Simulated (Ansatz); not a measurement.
What does this script print? It uses Ansatz's Python interface.

`znmo3.py`
```python
from collections import Counter

import ansatz as az
import numpy as np

PHASES = {
    'ZnMo3': (
        [(3.943154, 0.0, 0.0), (0.0, 3.943154, 0.0), (0.0, 0.0, 3.943154)],
        [
            ('Zn', (0.0, 0.0, 0.0)),
            ('Mo', (0.0, 0.5, 0.5)),
            ('Mo', (0.5, 0.0, 0.5)),
            ('Mo', (0.5, 0.5, 0.0)),
        ],
    ),
    'Zn': (
        [(2.67, 0.0, 0.0), (-1.335, 2.312288, 0.0), (0.0, 0.0, 4.966)],
        [
            ('Zn', (1 / 3, 2 / 3, 0.25)),
            ('Zn', (2 / 3, 1 / 3, 0.75)),
        ],
    ),
    'Mo': (
        [(-1.573415, 1.573415, 1.573415), (1.573415, -1.573415, 1.573415), (1.573415, 1.573415, -1.573415)],
        [
            ('Mo', (0.0, 0.0, 0.0)),
        ],
    ),
}


def build(vectors, sites):
    crystal = az.Crystal(lattice=az.Lattice.of(vectors))
    for symbol, position in sites:
        crystal = crystal.atom(symbol, position)
    return crystal


def solve(name, crystal):
    calc = (
        crystal.calculation()
        .scf(tolerance=1e-08, lower_state_search='standard', self_checks='low')
        .basis(470)
        .functional(az.Functional.PBE)
        .kpoints(spacing=0.26)
        .occupations('gaussian', width=0.05)
        .stress()
    )
    calc = calc.relax(force_tolerance=0.01, fix_cell=['shape'])
    return calc.run(threads=1, backend='cpu')


def counts(outcome):
    return Counter(site.symbol for site in outcome.lattice.sites)

def formation_energy(outcome, mu):
    n = counts(outcome)
    return (outcome.report['energy_sigma0_ev'] - sum(k * mu[element] for element, k in n.items())) / sum(n.values())


def volume_per_atom(outcome):
    return abs(np.linalg.det(outcome.lattice.cell_ang)) / len(outcome.lattice.sites)

phases = {name: build(*cell) for name, cell in PHASES.items()}

done = {}
for name, crystal in phases.items():
    done[name] = solve(name, crystal)
    print(f'{name}: {done[name].report["energy_sigma0_ev"]:.4f} eV, {len(done[name].lattice.sites)} atoms')

references = {'Zn': 'Zn', 'Mo': 'Mo'}
mu = {element: done[name].report['energy_sigma0_ev'] / len(done[name].lattice.sites) for element, name in references.items()}

target = done['ZnMo3']
heat = formation_energy(target, mu)
n = counts(target)
print('cell content:', dict(n), ' volume', round(volume_per_atom(target), 3), 'A^3/atom')
print('formation energy', round(heat, 4), 'eV/atom,', round(heat * sum(n.values()), 4), 'eV per cell')
print('bound against the elements' if heat < 0 else 'unbound against the elements')
```

`python znmo3.py` gives:
```text
DeckWarning: relax.cell: scf.convergence.dr2_threshold = 1e-8 eV is looser than the 4e-10 eV advised for a relaxation that steers and ends on the stress (1e-10 eV for each atom of the cell: 4). What an SCF threshold leaves in a stress goes as its square root, and in the free energy as the threshold itself, and one threshold admits the most on a small cell: of the crystals measured, under no hybrid functional and no lock of the moments, on runs that ended without the residual-converged pass, on [...]
--- The result so far, ahead of a search for a lower minimum behind the relaxation; the run's own can be another ---
--- Relaxed structure (3 steps of the walk, 2 accepted, 1 SCFs on fresh bases) ---
  F+E_penalty+E_count = -18186.37562562 eV   max|allowed force component| = 5.087e-30 eV/Å   (the final SCF, on the basis selected at the relaxed cell)
to start a new deck from the relaxed geometry:
  # the rows under cell: are crystal.lattice (Å); those under atoms: are crystal.atoms (fractional)
  # these rows hold no starting moments: give each atom its spin and spin_axis again (relax.cell in the manual, under Limitations, says where they stand)
  # drop crystal.checkpoint, crystal.saddle_side [...]
  # these rows already include their effect, but for a slab's crystal.periodic that crystal.checkpoint laid: type that, and under magnetization.per_species the moments by species that it laid
  # where hamiltonian.xc.exx.coeff was left to the run, type the fraction that it took
  # where crystal.lattice changes, lay crystal.conventional_axes and each constraint's lattice_plane and lattice_line anew on its vectors; on these sites an outside_sphere can name other atoms (type this run's as sites)
  # the words of relax.cell.fix then name these vectors, unless crystal.conventional_axes gives the axes of a cell which the run reduced
  # or, where this run's checkpoint.write kept a state, name that directory under crystal.checkpoint in the place of these rows (where a search for an adjacent minimum keeps one, it gives that one: for these rows its steps/00-relax/state), with the other keys dropped all the same: its cell and atoms come with the starting moments that the new deck's spin treatment reads
  # drop the old deck's checkpoint.read (its saved state can only seed a run with the same cell) and give checkpoint.write a new directory
  cell:  # Å, volume = 60.9498 Å³
    - [3.9354180419016007, -3.333519800319818e-98, -6.667039600639635e-98]
    - [-3.333519800319818e-98, 3.9354180419016007, 0.0]
    - [-6.667039600639635e-98, 0.0, 3.9354180419016007]
  atoms:
    - { symbol: Zn, position: [-6.478190619976077e-47, -5.784098767835782e-48, 2.776367408561176e-48] }
    - { symbol: Mo, position: [-3.146549729702666e-47, 0.5, 0.5] }
    - { symbol: Mo, position: [0.5, -3.933187162128332e-48, 0.5] }
    - { symbol: Mo, position: [0.5, 0.5, -8.329102225683528e-48] }
ZnMo3: -18186.3731 eV, 4 atoms
DeckWarning: relax.cell: scf.convergence.dr2_threshold = 1e-8 eV is looser than the 2e-10 eV advised for a relaxation that steers and ends on the stress (1e-10 eV for each atom of the cell: 2). What an SCF threshold leaves in a stress goes as its square root, and in the free energy as the threshold itself, and one threshold admits the most on a small cell: of the crystals measured, under no hybrid functional and no lock of the moments, on runs that ended without the residual-converged pass, on [...]
--- The result so far, ahead of a search for a lower minimum behind the relaxation; the run's own can be another ---
--- Relaxed structure (3 steps of the walk, 3 accepted, 1 SCFs on fresh bases) ---
  F+E_penalty+E_count = -6638.04626166 eV   max|allowed force component| = 5.921e-16 eV/Å   (the final SCF, on the basis selected at the relaxed cell)
to start a new deck from the relaxed geometry:
  # the rows under cell: are crystal.lattice (Å); those under atoms: are crystal.atoms (fractional)
  # these rows hold no starting moments: give each atom its spin and spin_axis again (relax.cell in the manual, under Limitations, says where they stand)
  # drop crystal.checkpoint, crystal.saddle_side [...]
  # these rows already include their effect, but for a slab's crystal.periodic that crystal.checkpoint laid: type that, and under magnetization.per_species the moments by species that it laid
  # where hamiltonian.xc.exx.coeff was left to the run, type the fraction that it took
  # where crystal.lattice changes, lay crystal.conventional_axes and each constraint's lattice_plane and lattice_line anew on its vectors; on these sites an outside_sphere can name other atoms (type this run's as sites)
  # the words of relax.cell.fix then name these vectors, unless crystal.conventional_axes gives the axes of a cell which the run reduced
  # or, where this run's checkpoint.write kept a state, name that directory under crystal.checkpoint in the place of these rows (where a search for an adjacent minimum keeps one, it gives that one: for these rows its steps/00-relax/state), with the other keys dropped all the same: its cell and atoms come with the starting moments that the new deck's spin treatment reads
  # drop the old deck's checkpoint.read (its saved state can only seed a run with the same cell) and give checkpoint.write a new directory
  cell:  # Å, volume = 30.3436 Å³
    - [2.6608100501019694, 5.2572701315998507e-20, -1.5400129543414052e-82]
    - [-1.3304050250509847, 2.3043290980332505, -1.2710588450639668e-82]
    - [-2.864308631833009e-82, -4.383507057498909e-82, 4.948907197624463]
  atoms:
    - { symbol: Zn, position: [0.33333333333333337, 0.6666666666666667, 0.25] }
    - { symbol: Zn, position: [0.6666666666666667, 0.33333333333333337, 0.75] }
Zn: -6638.0458 eV, 2 atoms
DeckWarning: relax.cell: scf.convergence.dr2_threshold = 1e-8 eV is looser than the 1e-10 eV advised for a relaxation that steers and ends on the stress (1e-10 eV for each atom of the cell: 1). What an SCF threshold leaves in a stress goes as its square root, and in the free energy as the threshold itself, and one threshold admits the most on a small cell: of the crystals measured, under no hybrid functional and no lock of the moments, on runs that ended without the residual-converged pass, on [...]
--- The result so far, ahead of a search for a lower minimum behind the relaxation; the run's own can be another ---
--- Relaxed structure (4 steps of the walk, 3 accepted, 1 SCFs on fresh bases) ---
  F+E_penalty+E_count = -4955.99801486 eV   max|allowed force component| = 0.000e0 eV/Å   (the final SCF, on the basis selected at the relaxed cell)
to start a new deck from the relaxed geometry:
  # the rows under cell: are crystal.lattice (Å); those under atoms: are crystal.atoms (fractional)
  # these rows hold no starting moments: give each atom its spin and spin_axis again (relax.cell in the manual, under Limitations, says where they stand)
  # drop crystal.checkpoint, crystal.saddle_side [...]
  # these rows already include their effect, but for a slab's crystal.periodic that crystal.checkpoint laid: type that, and under magnetization.per_species the moments by species that it laid
  # where hamiltonian.xc.exx.coeff was left to the run, type the fraction that it took
  # where crystal.lattice changes, lay crystal.conventional_axes and each constraint's lattice_plane and lattice_line anew on its vectors; on these sites an outside_sphere can name other atoms (type this run's as sites)
  # the words of relax.cell.fix then name these vectors, unless crystal.conventional_axes gives the axes of a cell which the run reduced
  # or, where this run's checkpoint.write kept a state, name that directory under crystal.checkpoint in the place of these rows (where a search for an adjacent minimum keeps one, it gives that one: for these rows its steps/00-relax/state), with the other keys dropped all the same: its cell and atoms come with the starting moments that the new deck's spin treatment reads
  # drop the old deck's checkpoint.read (its saved state can only seed a run with the same cell) and give checkpoint.write a new directory
  cell:  # Å, volume = 15.8076 Å³
    - [-1.5810112028506043, 1.5810112028506043, 1.5810112028506043]
    - [1.5810112028506043, -1.5810112028506043, 1.5810112028506043]
    - [1.5810112028506043, 1.5810112028506043, -1.5810112028506043]
  atoms:
    - { symbol: Mo, position: [0.0, 0.0, 0.0] }
Mo: -4955.9969 eV, 1 atoms
cell content: {<Element.ZN: 'Zn'>: 1, <Element.MO: 'Mo'>: 3}  volume 15.237 A^3/atom
formation energy 0.1601 eV/atom, 0.6403 eV per cell
unbound against the elements
```
(Warnings from the package without file and line, shortened.)

Notes:
- The settings weren't tested for convergence.
- Atoms and volume are relaxed with the cell's shape held, which in cells of lower than cubic symmetry can hide stresses and shift volumes.
- The cells come from databases of deposited and of computed structures, and not all need be stable phases.
- The compound is the structure given, not necessarily its lowest; energies are at zero temperature, with no correction for gases. A semilocal functional's error on such energies is often 0.05 to 0.1 eV an atom, and 0.1 to 0.3 eV against gases such as O2 or F2.
- Finished in 25 s on 1 thread of Intel(R) Xeon(R) Platinum 8375C CPU @ 2.90GHz (Ice Lake) (shared host), peak memory 0.47 GiB.
